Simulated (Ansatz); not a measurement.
**CH6AlNOSi: a ladder of functionals and wavefunction methods**

One table from this session's results is given with a row withheld; the runs are named, their logs left out.

Computed with Ansatz 0.2.0, Gaussian basis. Level: functionals in def2-TZVPP, the program's frozen cores in correlated methods.

Levels to be run: PBE-D4, r2SCAN-D4, PBE0-D4, B3LYP-D4, ωB97X-V, ωB97M-V, B2PLYP; CCSD(T)/def2-TZVPP; MP2/def2-QZVPP; extrapolation to the limit.

## The geometry

An earlier PBE0-D4 in a triple-zeta def2 set relaxation fixed the geometry.

SMILES `C=[N][Al]([OH])[SiH3]`, 11 atoms, charge 0, spin multiplicity 1.

Atoms are counted from 1 here; the program's logs count them from 0.

Bond lengths: C1–N2 1.243 Å, C1–H6 1.102 Å, C1–H7 1.102 Å, N2–Al3 1.751 Å, Al3–O4 1.696 Å, Al3–Si5 2.431 Å, O4–H8 0.956 Å, Si5–H9 1.490 Å, Si5–H10 1.490 Å, Si5–H11 1.490 Å. Angles: N2–C1–H6 122.6°, N2–C1–H7 122.6°, H6–C1–H7 114.8°, C1–N2–Al3 177.2°, N2–Al3–O4 120.6°, N2–Al3–Si5 119.9°, O4–Al3–Si5 119.5°, Al3–O4–H8 124.2°, Al3–Si5–H9 111.5°, Al3–Si5–H10 111.1°, Al3–Si5–H11 111.5°, H9–Si5–H10 107.6°, H9–Si5–H11 107.3°, H10–Si5–H11 107.6°.

Set-up of the first run:

File in.yaml:

```yaml
crystal:
  periodic: [false, false, false]
  atoms:
    - {symbol: C, position_ang: [0.342242, 1.053857, 2.346770]}
    - {symbol: N, position_ang: [0.217520, 0.284805, 1.378433]}
    - {symbol: Al, position_ang: [0.029096, -0.730905, -0.035179]}
    - {symbol: O, position_ang: [0.116686, -2.419551, 0.097100]}
    - {symbol: Si, position_ang: [-0.362132, 0.280082, -2.211639]}
    - {symbol: H, position_ang: [-0.514067, 1.384488, 2.956504]}
    - {symbol: H, position_ang: [1.317713, 1.457219, 2.662955]}
    - {symbol: H, position_ang: [0.267114, -2.886560, 0.917172]}
    - {symbol: H, position_ang: [-1.661461, -0.160723, -2.793015]}
    - {symbol: H, position_ang: [-0.393061, 1.766414, -2.113954]}
    - {symbol: H, position_ang: [0.705552, -0.086126, -3.184547]}
basis:
  gaussian: {orbitals: def2-TZVPP}
hamiltonian: {xc: pbe, dispersion: d4}
output: {forces: true, orbitals: {seedname: orbitals}}
```

The run is started by

```sh
ansatz run in.yaml --threads 4 --pin off --events-out ev --progress --plain --max-ram 10444MiB
```

Steps of the session up to this table: PBE-D4 (GGA); r2SCAN-D4 (meta-GGA); PBE0-D4 (hybrid); B3LYP-D4 (hybrid); ωB97X-V (range-separated); ωB97M-V (range-separated); B2PLYP (double hybrid); CCSD(T) in def2-TZVPP; MP2 in def2-QZVPP.

One table of the session follows, with a row left open; its other results are not shown here.

| method | atomisation energy (kJ/mol) |
| --- | --- |
| PBE-D4 | 3908.1 |
| r2SCAN-D4 | 3856.8 |
| PBE0-D4 | 3826.6 |
| B3LYP-D4 | 3861.0 |
| ωB97X-V | 3874.4 |
| ωB97M-V | 3862.1 |
| B2PLYP | 3816.5 |
| HF/def2-TZVPP | ? |
| MP2/def2-TZVPP | 3800.1 |
| CCSD/def2-TZVPP | 3686.7 |
| CCSD(T)/def2-TZVPP | 3747.0 |
| MP2/CBS | 3915.7 |
| CCSD(T)/CBS | 3862.5 |

Estimate the missing values for HF/def2-TZVPP.

The run gave: atomisation energy (kJ/mol): 2738.2. In the column «atomisation energy (kJ/mol)» it is the lowest.

Limits of these values: Free atoms (1 C, 1 N, 1 Al, 1 O, 1 Si, 6 H) were run apart at each level; the atomisation energy is their sum less the molecule, without zero-point or spin-orbit terms.
